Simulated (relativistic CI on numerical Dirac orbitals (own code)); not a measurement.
# Mn⁶⁺: L2,3 absorption multiplets

Aim: the L2,3 absorption spectrum of Mn⁶⁺ in 4 surroundings, from the same atomic integrals.

Method: Dirac-Coulomb-Breit CI, KLI orbitals optimised for each configuration, model QED (radiative potential, 1s self-energy scaled to tabulated hydrogen-like ionisation energies), valence Slater integrals scaled by 0.8, multiplet model of core-to-valence dipole absorption in a parametric crystal field. Code: relativistic CI on numerical Dirac orbitals (own code) version 1.

**1. What is computed**

```
ion                                            : Mn⁶⁺ (Mn VII)
nuclear charge                                 : 25
electrons                                      : 19
configurations                                 : [Ar] 3d → [He] 2s2 2p5 3s2 3p6 3d2
magnetising field for the dichroism, Lz and Sz : exchange field 10 meV on Sz; these come from the lowest magnetised state alone (0 K)
temperature of the isotropic spectrum          : 300 K
widths                                         : Lorentz 0.4 eV, Gauss 0.3 eV
surrounding 1                                  : Oh, 10Dq = 35000 cm⁻¹
surrounding 2                                  : D3d, 10Dq = 46300, Dsigma = -1100, Dtau = -470 cm⁻¹
surrounding 3                                  : D4h, 10Dq = 33400, Ds = 2960, Dt = 380 cm⁻¹
surrounding 4                                  : D4h, 10Dq = 13750, Ds = -1000, Dt = 950 cm⁻¹
```

**2. Surrounding 1: Oh, 10Dq = 35000**

Input settings:

```ini
atom Mn  Z=25  charge=6  electrons=19
nucleus A=55  rms_radius_fm=3.7057
hamiltonian dirac-coulomb  breit=on  qed=on  c_scale=1
orbitals kli  potential=per-configuration
slater_scale 0.8
correlation none
mixing on
configurations
  [Ar] 3d
  [He] 2s2 2p5 3s2 3p6 3d2
end
absorption L2,3 T=300 lorentz=0.4 gauss=0.3
crystal_field Oh 10Dq=35000
```

**3. Surrounding 2: D3d, 10Dq = 46300, Dsigma = -1100, Dtau = -470**

Changes to the settings of step 2:

```diff
@@ -12,2 +12,2 @@
 absorption L2,3 T=300 lorentz=0.4 gauss=0.3
-crystal_field Oh 10Dq=35000
+crystal_field D3d 10Dq=46300 Dsigma=-1100 Dtau=-470
```

**4. Surrounding 3: D4h, 10Dq = 33400, Ds = 2960, Dt = 380**

Changes to the settings of step 3:

```diff
@@ -12,2 +12,2 @@
 absorption L2,3 T=300 lorentz=0.4 gauss=0.3
-crystal_field D3d 10Dq=46300 Dsigma=-1100 Dtau=-470
+crystal_field D4h 10Dq=33400 Ds=2960 Dt=380
```

**5. Surrounding 4: D4h, 10Dq = 13750, Ds = -1000, Dt = 950**

Changes to the settings of step 4:

```diff
@@ -12,2 +12,2 @@
 absorption L2,3 T=300 lorentz=0.4 gauss=0.3
-crystal_field D4h 10Dq=33400 Ds=2960 Dt=380
+crystal_field D4h 10Dq=13750 Ds=-1000 Dt=950
```

(Steps that only read results are left out.)

**Question.** What will these runs give? Wanted: highest peak, first run; ground spin; share of the lower edge; core spin-orbit splitting.

**Answer**, as computed:

| surrounding | ground S | Lz (0 K) | Sz (0 K) | centroid (eV) | share of the lower edge | up to four highest peaks (% of the highest), eV |
| --- | --- | --- | --- | --- | --- | --- |
| 1: Oh | 0.50 | 1.00 | -0.50 | 663.58 | - | 660.1 (98), 662.5 (67), 667.6 (61), 669.5 (100) |
| 2: D3d | 0.50 | 1.05 | -0.50 | 663.68 | - | 660.8 (61), 662.5 (77), 667.8 (53), 670.5 (100) |
| 3: D4h | 0.50 | 1.00 | -0.50 | 663.60 | - | 659.7 (94), 664.0 (45), 668.1 (69), 669.4 (100) |
| 4: D4h | 0.50 | 0.16 | -0.50 | 663.65 | 0.586* | 658.8 (56), 659.9 (17), 665.4 (26), 668.3 (100) |

* From the broadened curve, split at its minimum between the edges.

```
                                 quantity     value
                  highest peak, first run  669.5 eV
      ground spin (effective S from ⟨S²⟩)      0.50
                  share of the lower edge     0.586
core spin-orbit splitting (without Breit)  10.85 eV
```

**Reading.** The lower edge takes 0.59 of the intensity in surrounding 4, below the statistical 0.67. The position of the maximum differs by up to 2.2 eV between the surroundings, by shifts of peaks or by peaks exchanging rank. Edge positions are free-ion values and differ from those in solids by a few eV or more.
